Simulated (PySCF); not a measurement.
# C₅HF₃O: runs on many settings

Which settings matter for C₅HF₃O (`C#CC(=O)C(F)=C(F)F`)?

The runs use PySCF 2.14.0, with density-fitted response routines of our own; the level of theory stands in each step. All values are computed, except where a source is named. Atoms count from 0, in the outputs and in this text.

**1. The starting structure**

10 atoms, charge 0, multiplicity 1; geometry from: GFN2-xTB.

Bonds of the start (Å): C0–C1 1.20, C1–C2 1.43, C2–O3 1.21, C2–C4 1.49, C4–F5 1.34, C4–C6 1.34, C6–F7 1.31, C6–F8 1.32, C0–H9 1.05.

**2. Shielding tensors: PBE0/pcSseg-1**

Job settings and geometry (Å):

```
{"job": {"kind": "nmr", "xc": "PBE0", "basis": "pcSseg-1"}, "charge": 0, "multiplicity": 1}
C      2.594687     0.893465     0.323966
C      1.586414     0.520326    -0.211455
C      0.397484     0.075699    -0.879682
O      0.292749    -0.057389    -2.073363
C     -0.716434    -0.211399     0.068795
F     -0.475371    -0.017890     1.377579
C     -1.930079    -0.645221    -0.294689
F     -2.296998    -0.874993    -1.530833
F     -2.915957    -0.897318     0.542550
H      3.472387     1.219373     0.801764
```

Level: GIAO PBE0/pcSseg-1 NMR shielding, non-relativistic, gas phase.

Run with:

```sh
$ OMP_NUM_THREADS=1 python probes_run.py task.json out
```

One launch serves the whole session: the jobs run in the order shown.

Log:

```text
coarse grid: 10400 points
cycle   1  E = -564.7783446523  dE =  1.824e+00  |g| = 1.127e+00  |ddm| = 3.374e+00
cycle   2  E = -563.9461387030  dE =  8.322e-01  |g| = 2.318e+00  |ddm| = 4.163e+00
cycle   3  E = -565.0122289392  dE = -1.066e+00  |g| = 2.904e-01  |ddm| = 3.374e+00
cycle   4  E = -565.0244146678  dE = -1.219e-02  |g| = 1.819e-01  |ddm| = 4.081e-01
cycle   5  E = -565.0304537029  dE = -6.039e-03  |g| = 4.211e-02  |ddm| = 1.645e-01
cycle   6  E = -565.0307586981  dE = -3.050e-04  |g| = 1.741e-02  |ddm| = 3.788e-02
cycle   7  E = -565.0308185509  dE = -5.985e-05  |g| = 7.834e-03  |ddm| = 1.506e-02
cycle   8  E = -565.0308313199  dE = -1.277e-05  |g| = 2.071e-03  |ddm| = 6.926e-03
cycle   9  E = -565.0308321364  dE = -8.165e-07  |g| = 8.506e-04  |ddm| = 2.875e-03
final grid: 107432 points
cycle  10  E = -565.1148563833  dE = -2.278e-05  |g| = 1.171e-02  |ddm| = 4.020e-02
cycle  11  E = -565.1147690553  dE =  8.733e-05  |g| = 2.457e-02  |ddm| = 3.134e-02
cycle  12  E = -565.1148817497  dE = -1.127e-04  |g| = 1.605e-03  |ddm| = 2.308e-02
cycle  13  E = -565.1148821901  dE = -4.404e-07  |g| = 3.443e-04  |ddm| = 1.506e-03
cycle  14  E = -565.1148822050  dE = -1.492e-08  |g| = 1.068e-04  |ddm| = 3.146e-04
cycle  15  E = -565.1148822073  dE = -2.260e-09  |g| = 3.436e-05  |ddm| = 1.204e-04
cycle  16  E = -565.1148822075  dE = -1.894e-10  |g| = 1.877e-05  |ddm| = 3.625e-05
converged SCF energy = -565.1148822075

GIAO shielding tensors (ppm)
atom      isotropic    diamagn.    paramagn.     s11        s22        s33       span
  0 C       91.279     257.448    -166.169     34.597     36.932    202.307    167.710
  1 C      105.184     257.034    -151.850      9.081     13.849    292.622    283.541
  2 C       15.308     244.320    -229.012    -78.691     34.649     89.965    168.655
  3 O     -311.783     396.227    -708.010   -904.045   -421.181    389.877   1293.922
  4 C       47.628     252.023    -204.395     12.542     37.019     93.323     80.780
  5 F      369.528     472.877    -103.349    323.924    391.602    393.056     69.132
  6 C       15.736     249.042    -233.306    -38.201     28.592     56.816     95.016
  7 F      260.225     471.550    -211.325    225.003    275.604    280.067     55.064
  8 F      250.676     469.827    -219.151    223.917    260.537    267.572     43.655
  9 H       28.551      32.984      -4.434     24.612     25.221     35.819     11.208
```

Run time: 23 s. Hardware: 1 thread of Intel Xeon Platinum 8259CL at 2.50GHz, shared host; peak memory 0.75 GiB.

The references, computed at this level on geometries of the same kind, shield at (ppm): ¹H TMS 31.72, ¹³C TMS 186.9, ¹⁹F CFCl3 170.9, ¹⁷O H2O 336.1. Their shielding less the atom's gives the shift. The references are single molecules in the gas phase, so shifts against H2O, NH3, PH3, H3PO4 or CFCl3 are not on the usual liquid scales and can be off by tens of ppm.

```
atoms                             environment  σ (ppm)  δ (ppm)  δ scaled to CDCl3
   C2             carbonyl carbon of an ynone     15.3    171.6              165.6
   C6  β carbon of a C=C–C=O unit bonded to F     15.7    171.2              165.2
   C4  α carbon of a C=C–C=O unit bonded to F     47.6    139.3              134.0
   C0                  terminal alkyne carbon     91.3     95.6               91.4
   C1                           alkyne carbon    105.2     81.7               77.9
   H9    hydrogen on a terminal alkyne carbon    28.55     3.17               3.09
   O3                           ketone oxygen   -311.8    647.9                  –
   F8                        vinylic fluorine    250.7    -79.7                  –
   F7                        vinylic fluorine    260.2    -89.3                  –
   F5                        vinylic fluorine    369.5   -198.6                  –
```

The scaled column applies a straight-line fit of computed shieldings to shifts measured in CDCl3; 19F shifts take a fit of their own (root-mean-square error 0.16 ppm for H, 1.9 ppm for C).

Charges from the same density, by scheme (e):

```
atoms  Mulliken    IAO  Hirshfeld  ESP fit
   C0     -0.27  -0.14      -0.04    -0.27
   C1      0.29  -0.07      -0.05    -0.14
   C2      0.21   0.34       0.14     0.62
   O3     -0.32  -0.38      -0.22    -0.45
   C4      0.06   0.13       0.03    -0.16
   F5     -0.25  -0.25      -0.07    -0.11
   C6      0.62   0.57       0.19     0.43
   F7     -0.19  -0.20      -0.03    -0.12
   F8     -0.21  -0.21      -0.05    -0.11
```

Mayer bond orders: C0–C1 2.40, C1–C2 0.96, C2–O3 1.97, C2–C4 0.95, C4–F5 0.97, C4–C6 1.67, C6–F7 1.06, C6–F8 1.04.

**3. Ultraviolet spectrum: PBE0/def2-SVPD**

Same as in step 2 but for these lines:

```diff
@@ -1,2 +1,2 @@
-{"job": {"kind": "nmr", "xc": "PBE0", "basis": "pcSseg-1"}, "charge": 0, "multiplicity": 1}
+{"job": {"kind": "uv", "xc": "PBE0", "basis": "def2-SVPD", "nstates": 6, "ntriplets": 2}, "charge": 0, "multiplicity": 1}
 C      2.594687     0.893465     0.323966
```

Method: TDDFT PBE0/def2-SVPD, vertical, gas phase, core orbitals frozen in the response.

Log:

```text
coarse grid: 10400 points
cycle   1  E = -564.4463196595  dE =  1.760e+00  |g| = 1.069e+00  |ddm| = 9.686e+00
cycle   2  E = -563.6286168303  dE =  8.177e-01  |g| = 2.241e+00  |ddm| = 5.473e+00
cycle   3  E = -564.6676579377  dE = -1.039e+00  |g| = 2.841e-01  |ddm| = 4.127e+00
cycle   4  E = -564.6801832048  dE = -1.253e-02  |g| = 1.721e-01  |ddm| = 6.562e-01
cycle   5  E = -564.6859215232  dE = -5.738e-03  |g| = 4.467e-02  |ddm| = 2.256e-01
cycle   6  E = -564.6862902683  dE = -3.687e-04  |g| = 1.805e-02  |ddm| = 8.297e-02
cycle   7  E = -564.6863604348  dE = -7.017e-05  |g| = 7.294e-03  |ddm| = 3.303e-02
cycle   8  E = -564.6863716182  dE = -1.118e-05  |g| = 2.034e-03  |ddm| = 1.368e-02
cycle   9  E = -564.6863724335  dE = -8.154e-07  |g| = 8.304e-04  |ddm| = 3.884e-03
final grid: 107432 points
cycle  10  E = -564.7708890823  dE = -1.440e-05  |g| = 1.138e-02  |ddm| = 1.332e-01
cycle  11  E = -564.7708053286  dE =  8.375e-05  |g| = 2.361e-02  |ddm| = 4.224e-02
cycle  12  E = -564.7709138183  dE = -1.085e-04  |g| = 1.791e-03  |ddm| = 2.896e-02
cycle  13  E = -564.7709144020  dE = -5.837e-07  |g| = 2.793e-04  |ddm| = 2.497e-03
cycle  14  E = -564.7709144141  dE = -1.210e-08  |g| = 8.618e-05  |ddm| = 5.903e-04
cycle  15  E = -564.7709144158  dE = -1.741e-09  |g| = 2.760e-05  |ddm| = 2.505e-04
cycle  16  E = -564.7709144160  dE = -1.316e-10  |g| = 1.689e-05  |ddm| = 7.129e-05
converged SCF energy = -564.7709144160

Static polarisability (au): isotropic 66.250, principal 38.261 59.597 100.892

Singlet excitations
state   eV       nm        f      main configurations
  1   3.7241    332.9   0.00001   H-1->L 0.97
  2   4.7327    262.0   0.00007   H-3->L 0.96
  3   4.8441    255.9   0.22586   H->L 0.95
  4   5.5488    223.4   0.09154   H-2->L 0.85
  5   6.6901    185.3   0.00216   H->L+1 0.89
  6   7.0284    176.4   0.00030   H-2->L+1 0.89

Triplet excitations (Tamm-Dancoff, eV): 3.1628 3.1944
```

Wall time 32 s (1 thread of Intel Xeon Platinum 8259CL at 2.50GHz, shared host); peak memory 0.77 GiB.

The orbitals next to the gap, with their largest atomic shares:

```
orbital     eV                      atoms
 HOMO−3  -9.24   C0 39 %, C1 39 %, C2 6 %
 HOMO−2  -9.21  C1 38 %, C0 38 %, O3 13 %
 HOMO−1  -8.57  O3 64 %, C1 10 %, C2 10 %
   HOMO  -8.26  C4 30 %, C6 24 %, F5 15 %
   LUMO  -2.82  O3 24 %, C2 23 %, C0 14 %
 LUMO+1  -0.11   C0 30 %, C1 25 %, C4 9 %
 LUMO+2   0.22  C4 21 %, C6 21 %, C0 17 %
```

With each of the 6 states as a Gaussian band of 0.4 eV half-width at 1/e, the curve within the window shown has maxima at 255 nm (ε 9,300), 185 nm (ε 95) L/(mol cm). Beyond the last state computed it falls off for lack of states. The curve at chosen wavelengths:

```json
{"nm": "169", "ε (L/mol/cm)": "14"}
{"nm": "178", "ε (L/mol/cm)": "68"}
{"nm": "187", "ε (L/mol/cm)": "92"}
{"nm": "196", "ε (L/mol/cm)": "128"}
{"nm": "205", "ε (L/mol/cm)": "815"}
{"nm": "214", "ε (L/mol/cm)": "2622"}
{"nm": "223", "ε (L/mol/cm)": "4093"}
{"nm": "233", "ε (L/mol/cm)": "4910"}
{"nm": "242", "ε (L/mol/cm)": "6866"}
{"nm": "251", "ε (L/mol/cm)": "9032"}
{"nm": "260", "ε (L/mol/cm)": "8879"}
{"nm": "269", "ε (L/mol/cm)": "6432"}
{"nm": "278", "ε (L/mol/cm)": "3587"}
{"nm": "287", "ε (L/mol/cm)": "1615"}
{"nm": "296", "ε (L/mol/cm)": "611"}
{"nm": "305", "ε (L/mol/cm)": "202"}
{"nm": "314", "ε (L/mol/cm)": "60"}
{"nm": "323", "ε (L/mol/cm)": "16"}
{"nm": "332", "ε (L/mol/cm)": "4"}
{"nm": "342", "ε (L/mol/cm)": "1"}
{"nm": "351", "ε (L/mol/cm)": "1"}
{"nm": "360", "ε (L/mol/cm)": "0"}
{"nm": "369", "ε (L/mol/cm)": "0"}
{"nm": "378", "ε (L/mol/cm)": "0"}
{"nm": "387", "ε (L/mol/cm)": "0"}
{"nm": "396", "ε (L/mol/cm)": "0"}
```

Ground-state properties from the same run:

```
           property  computed
  dipole moment (D)      2.27
polarisability (Å³)      9.82
 HOMO–LUMO gap (eV)      5.44
      −ε(HOMO) (eV)      8.26
```

**4. Indirect couplings: BHandHLYP/3-21G**

Same as in step 3 but for these lines:

```diff
@@ -1,2 +1,2 @@
-{"job": {"kind": "uv", "xc": "PBE0", "basis": "def2-SVPD", "nstates": 6, "ntriplets": 2}, "charge": 0, "multiplicity": 1}
+{"job": {"kind": "j", "xc": "BHandHLYP", "basis": "3-21G"}, "charge": 0, "multiplicity": 1}
 C      2.594687     0.893465     0.323966
```

With the program's defaults for keys left out, this is: BHandHLYP/3-21G indirect spin-spin coupling, non-relativistic, gas phase.

Log:

```text
coarse grid: 10400 points
cycle   1  E = -562.0181740657  dE =  1.878e+00  |g| = 1.138e+00  |ddm| = 4.118e+00
cycle   2  E = -561.6790767253  dE =  3.391e-01  |g| = 1.821e+00  |ddm| = 5.460e+00
cycle   3  E = -562.3184212490  dE = -6.393e-01  |g| = 1.805e-01  |ddm| = 3.740e+00
cycle   4  E = -562.3238595030  dE = -5.438e-03  |g| = 1.108e-01  |ddm| = 3.564e-01
cycle   5  E = -562.3261994662  dE = -2.340e-03  |g| = 1.704e-02  |ddm| = 1.775e-01
cycle   6  E = -562.3262693807  dE = -6.991e-05  |g| = 8.121e-03  |ddm| = 3.317e-02
cycle   7  E = -562.3262847430  dE = -1.536e-05  |g| = 4.753e-03  |ddm| = 2.065e-02
cycle   8  E = -562.3262905756  dE = -5.833e-06  |g| = 7.558e-04  |ddm| = 9.508e-03
final grid: 107432 points
cycle   9  E = -562.3922865820  dE = -7.046e-06  |g| = 1.636e-03  |ddm| = 1.073e-02
cycle  10  E = -562.3922866826  dE = -1.006e-07  |g| = 1.627e-03  |ddm| = 3.566e-03
cycle  11  E = -562.3922870735  dE = -3.910e-07  |g| = 2.336e-04  |ddm| = 1.636e-03
cycle  12  E = -562.3922870811  dE = -7.550e-09  |g| = 1.864e-04  |ddm| = 3.637e-04
cycle  13  E = -562.3922870899  dE = -8.771e-09  |g| = 3.505e-05  |ddm| = 2.624e-04
cycle  14  E = -562.3922870902  dE = -3.620e-10  |g| = 1.089e-05  |ddm| = 5.590e-05
converged SCF energy = -562.3922870902

Indirect spin-spin couplings (Hz)
  i      j    bonds     total        FC       PSO       DSO        SD
  0 C    5 F    4      8.077     6.302     0.326    -0.030     1.480
  0 C    7 F    5     -4.427    -2.487    -0.275    -0.223    -1.441
  0 C    8 F    5     -3.368    -2.006     0.291    -0.207    -1.446
  0 C    9 H    1    182.741   184.232    -2.052     0.560         -
  1 C    5 F    3     -7.563    -6.354    -0.667     0.270    -0.811
  1 C    7 F    4      2.124     1.360     0.229    -0.182     0.717
  1 C    8 F    4      6.164     4.983     0.547    -0.208     0.842
  1 C    9 H    2     15.935    12.649     4.402    -1.117         -
  2 C    5 F    2     35.245    34.386    -2.918     0.174     3.604
  2 C    7 F    3    -19.613   -14.835    -0.334     0.103    -4.547
  2 C    8 F    3    -12.126   -11.260     2.830    -0.238    -3.458
  2 C    9 H    3      6.403     6.725     0.052    -0.374         -
  3 O    5 F    3     16.257     6.811     1.272     0.196     7.979
  3 O    7 F    4    -37.456   -10.411    -9.650    -0.113   -17.283
  3 O    8 F    4    -31.519    -7.641    -7.040     0.154   -16.992
  3 O    9 H    4      2.937     2.654     0.104     0.179         -
  4 C    5 F    1   -230.186  -238.251     8.414     1.369    -1.717
  4 C    7 F    2     47.473    44.161   -12.568     0.058    15.822
  4 C    8 F    2     36.176    40.870   -19.530     0.014    14.822
  4 C    9 H    4     -1.689    -1.464     0.001    -0.226         -
  5 F    6 C    2     55.037    46.046    -8.958     0.172    17.776
  5 F    7 F    3    -68.673    25.848  -133.954    -1.356    40.789
  5 F    8 F    3    101.256    36.851     9.033     0.273    55.098
  5 F    9 H    5     -3.780    -3.113    -0.078    -0.515    -0.073
  6 C    7 F    1   -305.189  -262.250   -28.759     1.481   -15.661
  6 C    8 F    1   -307.950  -267.910   -26.783     1.465   -14.722
  6 C    9 H    5      0.833     0.971     0.065    -0.203         -
  7 F    8 F    2    -70.253    34.266   -92.895    -0.243   -11.380
  7 F    9 H    6      0.713     1.202     0.247    -0.792     0.056
  8 F    9 H    6      1.159     1.225     0.528    -0.717     0.123
```

It took 12 s on 1 thread of Intel Xeon Platinum 8259CL at 2.50GHz, shared host.

A normal end doesn't make this result sound: the state lies near a triplet instability (lowest triplet Hessian root 0.046 Eh), which can inflate the couplings, so they are set aside. Its HOMO lies at -8.98 eV, against -8.15 eV in step 2 (PBE0/pcSseg-1), a different level, so the two don't compare directly.

**5. Excited states and response: PBE0/ANO-RCC-VDZP**

Same as in step 4 but for these lines:

```diff
@@ -1,2 +1,2 @@
-{"job": {"kind": "j", "xc": "BHandHLYP", "basis": "3-21G"}, "charge": 0, "multiplicity": 1}
+{"job": {"kind": "uv", "xc": "PBE0", "basis": "ANO-RCC-VDZP", "nstates": 3, "ntriplets": 5, "tda": true, "scf": {"guess": "vsap", "aux": "def2-qzvpp-jkfit"}}, "charge": 0, "multiplicity": 1}
 C      2.594687     0.893465     0.323966
```

With the program's defaults for keys left out, this is: TDA PBE0/ANO-RCC-VDZP, vertical, gas phase, core orbitals frozen in the response.

Log:

```text
final grid: 107432 points
cycle   1  E = -561.2598280447  dE =  3.423e+00  |g| = 3.150e+00  |ddm| = 1.251e+01
cycle   2  E = -536.8240304243  dE =  2.444e+01  |g| = 8.558e+00  |ddm| = 1.636e+01
cycle   3  E = -560.3286614376  dE = -2.350e+01  |g| = 3.159e+00  |ddm| = 1.025e+01
cycle   4  E = -564.5706240103  dE = -4.242e+00  |g| = 1.545e+00  |ddm| = 4.559e+00
cycle   5  E = -565.1968463529  dE = -6.262e-01  |g| = 8.208e-01  |ddm| = 2.569e+00
cycle   6  E = -565.2952052475  dE = -9.836e-02  |g| = 4.340e-01  |ddm| = 1.078e+00
cycle   7  E = -565.3341986086  dE = -3.899e-02  |g| = 1.388e-01  |ddm| = 4.789e-01
cycle   8  E = -565.3378656833  dE = -3.667e-03  |g| = 4.537e-02  |ddm| = 1.338e-01
cycle   9  E = -565.3382989005  dE = -4.332e-04  |g| = 1.998e-02  |ddm| = 4.684e-02
cycle  10  E = -565.3383812210  dE = -8.232e-05  |g| = 5.697e-03  |ddm| = 2.155e-02
cycle  11  E = -565.3383877400  dE = -6.519e-06  |g| = 1.545e-03  |ddm| = 5.523e-03
cycle  12  E = -565.3383881616  dE = -4.216e-07  |g| = 9.831e-04  |ddm| = 2.115e-03
cycle  13  E = -565.3383883440  dE = -1.824e-07  |g| = 4.141e-04  |ddm| = 1.088e-03
cycle  14  E = -565.3383883857  dE = -4.172e-08  |g| = 4.183e-05  |ddm| = 3.975e-04
cycle  15  E = -565.3383883860  dE = -3.104e-10  |g| = 3.270e-05  |ddm| = 6.925e-05
cycle  16  E = -565.3383883862  dE = -2.378e-10  |g| = 1.254e-05  |ddm| = 3.775e-05
converged SCF energy = -565.3383883862

Static polarisability (au): isotropic 59.116, principal 28.385 53.533 95.431

Singlet excitations
state   eV       nm        f      main configurations
  1   3.7696    328.9   0.00001   H-1->L 0.97
  2   4.7244    262.4   0.00003   H-3->L 0.96
  3   5.1371    241.4   0.32401   H->L 0.86

Triplet excitations (Tamm-Dancoff, eV): 3.1743 3.2122 3.9415 4.3963 5.6001
```

Wall time 27 s (1 thread of Intel Xeon Platinum 8259CL at 2.50GHz, shared host); peak memory 0.6 GiB.

Key values: HOMO -8.19 eV, LUMO -2.71 eV; lowest singlet 3.77 eV.

**6. Nuclear shieldings: KT3/pcSseg-1**

Same as in step 5 but for these lines:

```diff
@@ -1,2 +1,2 @@
-{"job": {"kind": "uv", "xc": "PBE0", "basis": "ANO-RCC-VDZP", "nstates": 3, "ntriplets": 5, "tda": true, "scf": {"guess": "vsap", "aux": "def2-qzvpp-jkfit"}}, "charge": 0, "multiplicity": 1}
+{"job": {"kind": "nmr", "xc": "KT3", "basis": "pcSseg-1", "pop": true, "scf": {"guess": "huckel"}}, "charge": 0, "multiplicity": 1}
 C      2.594687     0.893465     0.323966
```

Level: GIAO KT3/pcSseg-1 NMR shielding, non-relativistic, gas phase.

Log:

```text
final grid: 107432 points
cycle   1  E = -554.5538132310  dE =  1.523e+01  |g| = 8.337e+00  |ddm| = 1.138e+01
cycle   2  E = -522.9183888294  dE =  3.164e+01  |g| = 1.320e+01  |ddm| = 1.162e+02
cycle   3  E = -568.8167149617  dE = -4.590e+01  |g| = 4.282e+00  |ddm| = 1.162e+02
cycle   4  E = -567.6115575315  dE =  1.205e+00  |g| = 3.966e+00  |ddm| = 1.040e+01
cycle   5  E = -567.3515381817  dE =  2.600e-01  |g| = 3.972e+00  |ddm| = 9.675e+00
cycle   6  E = -573.1916071711  dE = -5.840e+00  |g| = 6.735e-01  |ddm| = 4.223e+00
cycle   7  E = -573.0408615561  dE =  1.507e-01  |g| = 1.116e+00  |ddm| = 1.522e+00
cycle   8  E = -573.3088378568  dE = -2.680e-01  |g| = 3.112e-01  |ddm| = 1.164e+00
cycle   9  E = -573.3267034175  dE = -1.787e-02  |g| = 1.377e-01  |ddm| = 3.656e-01
cycle  10  E = -573.3289917764  dE = -2.288e-03  |g| = 9.468e-02  |ddm| = 1.761e-01
cycle  11  E = -573.3312408172  dE = -2.249e-03  |g| = 1.968e-02  |ddm| = 9.458e-02
cycle  12  E = -573.3313090180  dE = -6.820e-05  |g| = 8.712e-03  |ddm| = 2.161e-02
cycle  13  E = -573.3313280511  dE = -1.903e-05  |g| = 3.331e-03  |ddm| = 9.005e-03
cycle  14  E = -573.3313300878  dE = -2.037e-06  |g| = 1.729e-03  |ddm| = 4.758e-03
cycle  15  E = -573.3313307452  dE = -6.574e-07  |g| = 5.882e-04  |ddm| = 1.870e-03
cycle  16  E = -573.3313307798  dE = -3.460e-08  |g| = 3.222e-04  |ddm| = 6.087e-04
cycle  17  E = -573.3313307985  dE = -1.875e-08  |g| = 9.656e-05  |ddm| = 3.306e-04
cycle  18  E = -573.3313308001  dE = -1.619e-09  |g| = 2.518e-05  |ddm| = 9.747e-05
cycle  19  E = -573.3313308001  dE =  4.684e-11  |g| = 2.566e-05  |ddm| = 3.564e-05
converged SCF energy = -573.3313308001

GIAO shielding tensors (ppm)
atom      isotropic    diamagn.    paramagn.     s11        s22        s33       span
  0 C      101.336     255.007    -153.671     50.709     52.182    201.118    150.409
  1 C      109.747     254.621    -144.874     21.890     24.845    282.506    260.616
  2 C       29.145     246.837    -217.692    -51.384     52.488     86.332    137.716
  3 O     -243.537     397.362    -640.899   -745.476   -355.487    370.351   1115.827
  4 C       53.436     253.531    -200.095     27.787     38.831     93.689     65.902
  5 F      350.917     474.147    -123.231    314.711    367.574    370.464     55.753
  6 C       22.590     250.557    -227.967    -18.277     30.132     55.914     74.191
  7 F      244.298     473.104    -228.806    210.906    255.800    266.186     55.281
  8 F      236.661     471.048    -234.387    211.234    246.436    252.313     41.079
  9 H       28.592      34.417      -5.825     24.746     25.361     35.668     10.921
```

It took 42 s on 1 thread of Intel Xeon Platinum 8259CL at 2.50GHz, shared host; peak memory 0.64 GiB.

Key values: δ C6 162.1, C2 155.6, C4 131.3, C0 83.4, H9 3.17 ppm.

**7. Run by run: NMR shifts**

Shifts (ppm) of some atoms, chosen among heavy atoms and hydrogens apart, with basis size and wall time:

```
          run     C2    C0    H9     O3     F8      F7  functions  time
PBE0/pcSseg-1  171.6  95.6  3.17  647.9  -79.7   -89.3        158  23 s
 KT3/pcSseg-1  155.6  83.4  3.17  574.3  -94.3  -101.9        158  42 s
```

**8. Side by side: electronic excitations**

Excitations and ground-state properties, with basis size and wall time:

```
              run  lowest singlet (eV)  brightest (eV)      f  gap (eV)  α (Å³)  μ (D)  functions  time
   PBE0/def2-SVPD                 3.72            4.84  0.226      5.44    9.82   2.27        200  32 s
PBE0/ANO-RCC-VDZP                 3.77            5.14  0.324      5.48    8.76   2.27        131  27 s
```

**9. Summary of results**

| quantity | value |
| --- | --- |
| ¹³C shifts against TMS (PBE0/pcSseg-1) | 171.6, 171.2, 139.3, 95.6, 81.7 ppm |
| ¹H shifts against TMS (PBE0/pcSseg-1) | 3.17 ppm |
| ¹⁷O shifts against H2O (PBE0/pcSseg-1) | 647.9 ppm |
| ¹⁹F shifts against CFCl3 (PBE0/pcSseg-1) | -79.7, -89.3, -198.6 ppm |
| lowest singlet (PBE0/def2-SVPD) | 3.72 eV (333 nm), f = 0.000 |
| brightest single state of those computed | state 3, 4.84 eV, f = 0.226 |
| lowest triplet | 3.16 eV |
| range of the shift of O3 | 574.3 to 647.9 ppm |
| range of the lowest singlet | 3.72 to 3.77 eV |
| property runs in this session | 5, of which 0 failed and 1 gave unsound results |

In words: Single values in the summary come from the first sound run of each kind (PBE0/pcSseg-1; PBE0/def2-SVPD), which need not be the best level. At PBE0/pcSseg-1: The widest tensor belongs to O3: span 1294 ppm, with a paramagnetic part of -708 ppm. The lowest singlet, at 3.72 eV, is HOMO−1→LUMO 0.97 and is dark; of the 6 states computed, the strongest absorption comes from state 3 at 4.84 eV. The lowest triplet lies 0.56 eV below the lowest singlet (triplets in Tamm-Dancoff, singlets in full TDDFT). Across the 2 runs the shift of O3 moves most, between 574.3 (KT3/pcSseg-1) and 647.9 ppm (PBE0/pcSseg-1). The lowest singlet runs from 3.72 eV (PBE0/def2-SVPD) to 3.77 eV (PBE0/ANO-RCC-VDZP), while the orbital gap spans 5.44 to 5.48 eV. Some runs use the Tamm-Dancoff approximation and others full TDDFT, which shifts states apart from functional and basis. The lowest state need not be the same one in every run. The runs solved for a few states only, so the brightest column depends on that window.
